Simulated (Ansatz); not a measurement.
Runs of Ansatz 0.2.0 on TiSn. Symmetry: Fm-3m, No. 225, cubic system. Conventional cell: a = 5.601 Å, b = 5.601 Å, c = 5.601 Å, α = 90.00°, β = 90.00°, γ = 90.00°. Around Ti (site symmetry m-3m) lie 6 Sn at 2.80 Å. Sn (site symmetry m-3m) has 6 Ti at 2.80 Å as nearest neighbours. The cell was built by a generator and needn't be a form met in nature.

```csv
level,gap on the mesh (eV),pressure (GPa),relaxed volume (Å³/atom)
PBE+D4,none,0.0,21.36
PBE+D3(BJ)-ATM,none,0.0,(a)
PBE+D3(BJ),none,0.0,21.06
PBE,none,0.0,21.96
```

Alike in all rows: task relaxation of cell and atoms; potentials or basis Ansatz PAW; no spin polarisation; cell relaxed; k mesh 8 × 8 × 8; cutoff (eV) 420; smearing fermi-dirac 0.05 eV.

**Question.** Fill in the values left out.

**Answer.** (a) 21.19.

Caveats: the plane-wave basis is chosen anew once the cell has moved, so the energies of steps on either side of that aren't comparable; pairwise dispersion overbinds metals, which lowers pressure and volume (some runs).

A k mesh can miss the band edges, and the runs leave out spin-orbit coupling on Sn.

A gap of «none» marks a metal or a gap under the smearing width.
